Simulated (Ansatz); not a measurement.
# triplet GeSiH5Cl at 6 levels

Wanted: a comparison of 6 runs (UHF/STO-3G, U-revPBE/def2-SVP, U-wB97M-V/def2-SVP, UB3LYP/def2-SVP, UHSE06/def2-SVP, UCCSD/def2-SVP) of triplet GeSiH5Cl. 

Program for the calculation: Ansatz 0.2.0.

57 further runs of the same task are left out: 57 set aside as unsound or not needed.

## 1. The molecule

GeSiH5Cl: 8 atoms, total charge 0, spin state triplet. SMILES of the parent species: `[SiH3][GeH2][Cl]`. The coordinates come from a PBE0-D4/def2-TZVP relaxation. That shape belongs to the parent species and isn't relaxed for this state.

Bond lengths: Si1–Ge2 2.380 Å, Ge2–Cl3 2.169 Å, Si1–H4 1.487 Å, Si1–H5 1.484 Å, Si1–H6 1.484 Å, Ge2–H7 1.537 Å, Ge2–H8 1.537 Å. Some angles: Si1–Ge2–Cl3 106.5°, Si1–Ge2–H7 114.0°, Si1–Ge2–H8 114.0°, Cl3–Ge2–H7 106.1°, Cl3–Ge2–H8 106.1°, Ge2–Si1–H4 109.5°, Ge2–Si1–H5 108.9°, Ge2–Si1–H6 108.9°, H7–Ge2–H8 109.6°, H4–Si1–H5 109.7°.

## 2. A single-point energy at UHF/STO-3G (run 1)

Input file job.yaml:

```yaml
crystal:
  periodic: [false, false, false]
  atoms:
    - symbol: Si
      position_ang: [-0.863600, 0.827300, -0.302500]
    - symbol: Ge
      position_ang: [0.738300, -0.882000, 0.118400]
    - symbol: Cl
      position_ang: [1.963100, -0.183700, 1.766200]
    - symbol: H
      position_ang: [-1.744900, 0.416200, -1.427300]
    - symbol: H
      position_ang: [-0.149800, 2.078700, -0.658900]
    - symbol: H
      position_ang: [-1.678500, 1.035600, 0.920200]
    - symbol: H
      position_ang: [1.703100, -1.135200, -1.051200]
    - symbol: H
      position_ang: [0.124600, -2.213900, 0.579200]
basis:
  gaussian: {orbitals: STO-3G}
magnetization: {spin_polarized: true, initial_magnetization: 2}
hamiltonian: {xc: hf}
accuracy: high
output: {orbitals: {seedname: orbitals}}
```

Command:

```console
ansatz run job.yaml --threads 1 --pin off --max-ram 3480MiB --events-out events.jsonl --progress --plain --runs-dir runs
```

Log:

```text
Warning: RAYON_NUM_THREADS=1 ignored (pool sized by the plan → 1); use --threads N
Functional definition: HF
  name "HF"
  exchange = exact_x
  correlation = 0
704 factors; integrals over basis functions are off by at most 3.8e-9 eV
mean field evaluation 1: about -76042.4410 eV, gradient 1.1e1 eV
mean field evaluation 2: about -76042.5210 eV, gradient 1.1e1 eV
mean field evaluation 4: about -76044.6859 eV, gradient 2.0e0 eV
mean field evaluation 8: about -76045.3808 eV, gradient 7.2e-1 eV
mean field evaluation 16: about -76045.4313 eV, gradient 3.0e-5 eV
mean field evaluation 32: about -76045.3173 eV, gradient 1.3e-1 eV
mean field evaluation 64: about -76044.2791 eV, gradient 9.5e-2 eV
mean field evaluation 96: about -76045.2595 eV, gradient 9.0e-1 eV
mean field evaluation 128: about -76043.4850 eV, gradient 5.2e0 eV
mean field evaluation 160: about -76045.4313 eV, gradient 8.8e-6 eV
mean field -76045.43127746 eV, -2794.6180540022 hartree, gradient 9.8e-8 eV, S^2 2.004841; 5 other end points of the search recorded, 0 dependent functions left out
reference -76045.43127746 eV, -2794.6180540022 hartree; 35, 33 occupied and 6, 8 virtual orbitals, 704 factors
Total energy: -76045.43127746 eV, -2794.6180540022 hartree
```

Run time: 1.2 s. Hardware: 1 thread of AMD EPYC 9R45 (Zen 5), shared host; peak memory 0.15 GiB.

## 3. The energy at U-revPBE/def2-SVP (run 2)

Input file job.yaml:

```yaml
crystal:
  periodic: [false, false, false]
  atoms:
    - {symbol: Si, position_ang: [-0.863600, 0.827300, -0.302500]}
    - {symbol: Ge, position_ang: [0.738300, -0.882000, 0.118400]}
    - {symbol: Cl, position_ang: [1.963100, -0.183700, 1.766200]}
    - {symbol: H, position_ang: [-1.744900, 0.416200, -1.427300]}
    - {symbol: H, position_ang: [-0.149800, 2.078700, -0.658900]}
    - {symbol: H, position_ang: [-1.678500, 1.035600, 0.920200]}
    - {symbol: H, position_ang: [1.703100, -1.135200, -1.051200]}
    - {symbol: H, position_ang: [0.124600, -2.213900, 0.579200]}
basis:
  gaussian:
    orbitals: def2-SVP
magnetization:
  spin_polarized: true
  initial_magnetization: 2
hamiltonian:
  xc: {name: revPBE}
accuracy: high
output: {orbitals: {seedname: orbitals}}
```

Command:

```console
ansatz run job.yaml --threads 1 --pin off --max-ram 3480MiB --events-out events.jsonl --progress --plain --runs-dir runs
```

Log:

```text
Warning: RAYON_NUM_THREADS=1 ignored (pool sized by the plan → 1); use --threads N
Functional definition: revPBE
  name "revPBE"
  parameter kappa = 1.245
  parameter beta = 0.06672455060314922
  exchange = pbe_x(kappa = kappa, mu = beta*pi^2/3)
  correlation = pbe_c(beta = beta)
1916 factors; integrals over basis functions are off by at most 4.8e-9 eV
mean field evaluation 1: about -76971.7454 eV, gradient 1.7e1 eV
mean field evaluation 2: about -76968.6637 eV, gradient 2.6e1 eV
mean field evaluation 4: about -76973.3838 eV, gradient 6.1e0 eV
mean field evaluation 8: about -76973.6798 eV, gradient 2.2e-1 eV
mean field evaluation 16: about -76973.6803 eV, gradient 5.7e-5 eV
mean field evaluation 32: about -76970.7508 eV, gradient 9.1e0 eV
mean field evaluation 64: about -76972.7096 eV, gradient 5.3e-2 eV
mean field -76973.68026006 eV, -2828.7305749229 hartree, gradient 3.5e-8 eV, S^2 2.002130; 6 other end points of the search recorded, 0 dependent functions left out
reference -76973.68026449 eV, -2828.7305750854 hartree; 35, 33 occupied and 58, 60 virtual orbitals, 1916 factors
Total energy: -76973.68026449 eV, -2828.7305750854 hartree
```

Run time: 8.4 s. Hardware: 1 thread of AMD EPYC 9R45 (Zen 5), shared host; peak memory 0.32 GiB.

Run 3 isn't shown in full; the table further down has it.

## 4. A single-point energy at UB3LYP/def2-SVP (run 4)

Input file run.yaml:

```yaml
crystal:
  periodic: [false, false, false]
  atoms:
    - {symbol: Si, position_ang: [-0.863600, 0.827300, -0.302500]}
    - {symbol: Ge, position_ang: [0.738300, -0.882000, 0.118400]}
    - {symbol: Cl, position_ang: [1.963100, -0.183700, 1.766200]}
    - {symbol: H, position_ang: [-1.744900, 0.416200, -1.427300]}
    - {symbol: H, position_ang: [-0.149800, 2.078700, -0.658900]}
    - {symbol: H, position_ang: [-1.678500, 1.035600, 0.920200]}
    - {symbol: H, position_ang: [1.703100, -1.135200, -1.051200]}
    - {symbol: H, position_ang: [0.124600, -2.213900, 0.579200]}
basis:
  gaussian:
    orbitals: def2-SVP
output:
  orbitals: {seedname: orbitals}
hamiltonian:
  xc: {name: B3LYP}
accuracy: high
magnetization:
  spin_polarized: true
  initial_magnetization: 2
```

Command:

```console
ansatz run run.yaml --threads 1 --pin off --max-ram 3480MiB --events-out events.jsonl --progress --plain --runs-dir runs
```

Log:

```text
Warning: RAYON_NUM_THREADS=1 ignored (pool sized by the plan → 1); use --threads N
Functional definition: B3LYP
  name "B3LYP"
  parameter a0 = 0.2
  parameter ax = 0.72
  parameter ac = 0.81
  exchange = (1 - a0 - ax)*slater_x + ax*b88_x + a0*exact_x
  correlation = (1 - ac)*vwn_rpa_c + ac*lyp_c
1916 factors; integrals over basis functions are off by at most 4.8e-9 eV
mean field evaluation 1: about -76983.2884 eV, gradient 1.2e1 eV
mean field evaluation 2: about -76983.4783 eV, gradient 1.1e1 eV
mean field evaluation 4: about -76983.9037 eV, gradient 2.0e0 eV
mean field evaluation 8: about -76984.0318 eV, gradient 2.3e-1 eV
mean field evaluation 16: about -76984.0327 eV, gradient 1.4e-3 eV
mean field evaluation 32: about -76984.0327 eV, gradient 1.2e-6 eV
mean field -76984.03265400 eV, -2829.1110183830 hartree, gradient 6.1e-8 eV, S^2 2.003132; 6 other end points of the search recorded, 0 dependent functions left out
reference -76984.03269634 eV, -2829.1110199391 hartree; 35, 33 occupied and 58, 60 virtual orbitals, 1916 factors
Total energy: -76984.03269634 eV, -2829.1110199391 hartree
```

It took 11 s on 1 thread of AMD EPYC 9R45 (Zen 5), shared host; peak memory 0.53 GiB.

Run 5 isn't shown in full; the table further down has it.

## 5. A single-point energy at UCCSD/def2-SVP (run 6)

Input file molecule.yaml:

```yaml
basis:
  gaussian: {orbitals: def2-SVP}
crystal:
  periodic: [false, false, false]
  atoms:
    - {symbol: Si, position_ang: [-0.863600, 0.827300, -0.302500]}
    - {symbol: Ge, position_ang: [0.738300, -0.882000, 0.118400]}
    - {symbol: Cl, position_ang: [1.963100, -0.183700, 1.766200]}
    - {symbol: H, position_ang: [-1.744900, 0.416200, -1.427300]}
    - {symbol: H, position_ang: [-0.149800, 2.078700, -0.658900]}
    - {symbol: H, position_ang: [-1.678500, 1.035600, 0.920200]}
    - {symbol: H, position_ang: [1.703100, -1.135200, -1.051200]}
    - {symbol: H, position_ang: [0.124600, -2.213900, 0.579200]}
total_charge: 0
magnetization: {spin_polarized: true, initial_magnetization: 2}
correlation: {method: ccsd, frozen_orbitals: {Cl: 5, Ge: 9, H: 0, Si: 5}}
accuracy: high
scf: {omitted_lower_state_checks: [cluster_reference, increment]}
```

Command:

```console
ansatz run molecule.yaml --threads 1 --pin off --max-ram 3480MiB --events-out events.jsonl --progress --plain --runs-dir runs
```

Log (excerpt; [...] marks lines left out):

```text
Warning: RAYON_NUM_THREADS=1 ignored (pool sized by the plan → 1); use --threads N
[... 2 set-up lines as earlier in the session ...]
[...]
1916 factors; integrals over basis functions are off by at most 4.8e-9 eV
[...]
mean field -76899.83286898 eV, -2826.0167333562 hartree, gradient 2.2e-8 eV, S^2 2.013460; 10 other end points of the search recorded, 0 dependent functions left out
19 core orbitals not correlated: weight in the atoms' cores, before any rotation towards them, 1.000 or more for the frozen orbitals, at most 0.000 for the correlated occupied ones
reference -76899.83286898 eV, -2826.0167333562 hartree; 16, 14 occupied and 58, 60 virtual orbitals, 1916 factors
second order -12.66474512 eV of doubles, -0.00000000 eV of singles
cycle   1  -13.26357113 eV  change   -6.0e-1 eV  update   1.1e-1
[...]
cycle  35  -13.93196325 eV  change    1.9e-9 eV  update   2.9e-9
Total energy: -76913.76483223 eV, -2826.5287235621 hartree
Checks for a lower state left out: cluster_reference, increment
```

Run time: 42 s. Hardware: 1 thread of AMD EPYC 9R45 (Zen 5), shared host; peak memory 0.9 GiB.

## 6. All runs side by side

```
run               level  frozen core orbitals   energy (Eh)  HOMO energy (eV)   ⟨S²⟩  wall time
  1          UHF/STO-3G                     –  -2794.618054             -0.68  2.005      1.2 s
  2   U-revPBE/def2-SVP                     –  -2828.730575             -1.74  2.002      8.4 s
  3  U-wB97M-V/def2-SVP                     –  -2828.837755             -4.24  2.004       93 s
  4     UB3LYP/def2-SVP                     –  -2829.111020             -2.29  2.003       11 s
  5     UHSE06/def2-SVP                     –  -2828.475252             -2.21  2.004       13 s
  6      UCCSD/def2-SVP                    19  -2826.528724                 –  2.013       42 s
```

## 7. Outcome

```
                                           quantity           value
                                run 6: total energy  -2826.52872 Eh
run 6: correlation energy (19 core orbitals frozen)      -512.0 mEh
           run 6: ⟨S²⟩ of the reference determinant           2.013
                               run 6: T1 diagnostic           0.037
```

In words: Totals of different functionals can't be ranked against each other. In run 1 the basis is minimal, so the values are rough. All runs together took 2.8 min, the longest 93 s.
